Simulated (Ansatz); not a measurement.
# CH6GeOSe: one species, many methods

The task here is to estimate one member of a computed series from the others.

Program: Ansatz 0.2.0, Gaussian basis. Level of theory: functionals in def2-TZVPP, the program's frozen cores in correlated methods. These are calculated values, not measurements.

Plan: PBE-D4, r2SCAN-D4, PBE0-D4, B3LYP-D4, ωB97X-V, ωB97M-V, B2PLYP; CCSD(T)/def2-TZVPP; MP2/def2-QZVPP; extrapolation to the limit.

## Structure used throughout

The geometry comes from an earlier relaxation with PBE0-D4 in a triple-zeta def2 set; it is a stationary point, not always the lowest conformer.

10 atoms, charge 0, spin multiplicity 1.

Atoms are counted from 1 here; the program's logs count them from 0.

Bond lengths: C1–O2 1.408 Å, C1–H5 1.092 Å, C1–H6 1.097 Å, C1–H7 1.099 Å, O2–Ge3 1.774 Å, Ge3–Se4 2.356 Å, Ge3–H8 1.529 Å, Ge3–H9 1.539 Å, Se4–H10 1.468 Å. Angles: O2–C1–H5 107.9°, O2–C1–H6 111.8°, O2–C1–H7 112.1°, H5–C1–H6 108.3°, H5–C1–H7 108.2°, H6–C1–H7 108.5°, C1–O2–Ge3 118.8°, O2–Ge3–Se4 111.3°, O2–Ge3–H8 104.4°, O2–Ge3–H9 109.2°, Se4–Ge3–H8 108.8°, Se4–Ge3–H9 108.3°, H8–Ge3–H9 114.9°, Ge3–Se4–H10 92.5°.

As a file:

```mol
CH6GeOSe
  3D, bonds by distance, orders not assigned

 10  9  0  0  0  0  0  0  0  0999 V2000
   -0.4007   -0.0600    1.5057 C   0  0
    0.3184   -0.9488    0.6846 O   0  0
    0.3622   -0.6513   -1.0639 Ge  0  0
    1.3018    1.4536   -1.5490 Se  0  0
   -0.3172   -0.4130    2.5358 H   0  0
    0.0039    0.9586    1.4561 H   0  0
   -1.4663   -0.0244    1.2412 H   0  0
    1.2844   -1.7407   -1.6116 H   0  0
   -1.0739   -0.6800   -1.6174 H   0  0
   -0.0127    2.1059   -1.5816 H   0  0
  1  2  8  0
  2  3  8  0
  3  4  8  0
  1  5  8  0
  1  6  8  0
  1  7  8  0
  3  8  8  0
  3  9  8  0
  4 10  8  0
M  END
```

The first run:

Contents of in.yaml:

```yaml
crystal:
  periodic: [false, false, false]
  atoms:
    - {symbol: C, position_ang: [-0.400652, -0.060002, 1.505746]}
    - {symbol: O, position_ang: [0.318414, -0.948767, 0.684599]}
    - {symbol: Ge, position_ang: [0.362172, -0.651322, -1.063883]}
    - {symbol: Se, position_ang: [1.301819, 1.453649, -1.549044]}
    - {symbol: H, position_ang: [-0.317213, -0.412954, 2.535837]}
    - {symbol: H, position_ang: [0.003883, 0.958554, 1.456076]}
    - {symbol: H, position_ang: [-1.466262, -0.024374, 1.241216]}
    - {symbol: H, position_ang: [1.284392, -1.740675, -1.611628]}
    - {symbol: H, position_ang: [-1.073858, -0.680030, -1.617355]}
    - {symbol: H, position_ang: [-0.012695, 2.105912, -1.581553]}
basis:
  gaussian: {orbitals: def2-TZVPP}
hamiltonian: {xc: pbe, dispersion: d4}
output: {forces: true, orbitals: {seedname: orbitals}}
```

Started as:

```bash
$ ansatz run in.yaml --threads 2 --pin off --events-out ev --progress --plain --max-ram 32768MiB --backend cpu
```

Steps of the session up to this table: PBE-D4 (GGA); r2SCAN-D4 (meta-GGA); PBE0-D4 (hybrid); B3LYP-D4 (hybrid); ωB97X-V (range-separated); ωB97M-V (range-separated); B2PLYP (double hybrid); CCSD(T) in def2-TZVPP; MP2 in def2-QZVPP.

One table of the session follows, with a row left open; its other results are not shown here.

| method | atomisation energy (eV) |
| --- | --- |
| PBE-D4 | 33.628 |
| r2SCAN-D4 | 33.371 |
| PBE0-D4 | 33.057 |
| B3LYP-D4 | 33.131 |
| ωB97X-V | 33.428 |
| ωB97M-V | 33.130 |
| B2PLYP | 32.814 |
| HF/def2-TZVPP | 23.510 |
| MP2/def2-TZVPP | 32.882 |
| CCSD/def2-TZVPP | ? |
| CCSD(T)/def2-TZVPP | 32.644 |
| MP2/CBS | 33.690 |
| CCSD(T)/CBS | 33.452 |

Q: Estimate the row for CCSD/def2-TZVPP from the others.

The run gave: atomisation energy (eV): 32.134. In the column «atomisation energy (eV)» it lies between HF/def2-TZVPP (23.510) and CCSD(T)/def2-TZVPP (32.644).

To keep in mind: Free atoms (1 C, 1 O, 1 Ge, 1 Se, 6 H) were run apart at each level; the atomisation energy is their sum less the molecule, without zero-point or spin-orbit terms.
